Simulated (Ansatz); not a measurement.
**ClH2InO2: molecular dynamics**

Purpose: to follow the molecule's vibrations and see whether its bonds hold. The start is relaxed first. Runs: 300 steps of 0.25 fs at constant energy, with velocities drawn for 1000 K.

Program: Ansatz 0.2.0. Level of theory: RKS B3LYP-D4/def2-SVP. These are calculated values, not measurements.

**1. The starting structure**

Bond lengths: In1–O2 1.990 Å, O2–H3 1.010 Å, In1–Cl4 2.440 Å, In1–O5 1.990 Å, O5–H6 1.010 Å. Angles: In1–O2–H3 109.5°, O2–In1–Cl4 120.0°, O2–In1–O5 120.0°, Cl4–In1–O5 120.0°, In1–O5–H6 109.5°.

As a file:

```xyz
6

In    0.0000    0.0000    0.0000
O     0.0000    0.0000    1.9900
H    -0.9095   -0.2814    2.3271
Cl    2.1130    0.0000   -1.2200
O    -1.7233    0.0000   -0.9950
H    -2.2330   -0.8467   -0.7865
```

**2. Relaxing the start**

input.yaml

```yaml
crystal:
  periodic: [false, false, false]
  atoms:
    - { symbol: In, position_ang: [0.0, 0.0, 0.0] }
    - { symbol: O, position_ang: [0.0, 0.0, 1.99] }
    - { symbol: H, position_ang: [-0.9095, -0.2814, 2.3271] }
    - { symbol: Cl, position_ang: [2.113, 0.0, -1.22] }
    - { symbol: O, position_ang: [-1.7233, 0.0, -0.995] }
    - { symbol: H, position_ang: [-2.233, -0.8467, -0.7865] }
basis:
  gaussian: { orbitals: def2-SVP }
hamiltonian:
  xc: b3lyp
  dispersion: d4
relax:
  f_tol: 0.02
  max_steps: 40
```

The run is started by

```
ansatz run input.yaml --threads 2 --pin off --max-ram 3072MiB --backend cpu --events-out ev --progress --plain --runs-dir out
```

Further steps of the session: Dynamics.

What does the calculation give? Wanted: relaxation of the start; temperature, first and last step; temperature, second half; potential energy, second half; largest change of the total energy; bonds formed or broken.

As calculated:

| quantity | value |
| --- | --- |
| relaxation of the start | 7 moves, 0.217 eV lower |
| length | 300 steps of 0.25 fs |
| temperature, first and last step | 1000 and 510 K |
| temperature, second half | mean 628 K, from 473 to 825 K |
| potential energy, second half | +32 meV/atom from the start |
| largest change of the total energy | 0.04 meV/atom |
| bonds formed or broken | 0 |

**Reading.** The temperature starts at 1000 K and averages 628 K in the second half, where it ranges from 473 to 825 K. About half is expected from a start at a minimum: kinetic energy passes into potential energy until both shares match. The total energy strays from its start by at most 0.04 meV/atom, under 0.1 % of the mean kinetic energy, which is good for a step of 0.25 fs. The bonding pattern survives the run. Averages from a run of 75 fs with 6 atoms are rough. The nuclei move classically, without zero-point motion, which matters most for hydrogen.
